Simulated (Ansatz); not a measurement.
Crystal: CaSi2Sb2.

```
Ca Si Sb
1.0
     4.99739    0.00000    0.00000
    -2.49870    4.32787    0.00000
     0.00000    0.00000    5.86169
Ca Si Sb
1 2 2
Direct
  0.00000 0.00000 0.00000
  0.33333 0.66667 0.25648
  0.66667 0.33333 0.74352
  0.33333 0.66667 0.72240
  0.66667 0.33333 0.27760
```

The cell was built by a generator and needn't be a form met in nature.

Base run:

```yaml
Program: Ansatz 0.2.0
Functional: revPBE
Potentials_or_basis: Ansatz PAW
Cutoff: 420 eV
Density_cutoff: 1680 eV
k_mesh: 5 × 5 × 4
Occupations: fermi-dirac, width 0.05 eV
Spin: no spin polarisation
```

Its results: band gap on the k mesh none (metal or under the smearing width); pressure 1.0 GPa; largest force 0.113 eV/Å.

**Question.** The run is repeated on the same cell with these changes: functional from revPBE to BLYP. What comes out?

**Answer.** Band gap on the k mesh none (metal or under the smearing width); pressure 3.9 GPa; largest force 0.135 eV/Å.

Caveats: the potentials were made for another functional, which shifts forces and pressure; the PAW data sets come from PBE, with cores solved anew for the run's functional, which leaves a small shift of forces and pressure.

Not every run made on this cell is shown here.
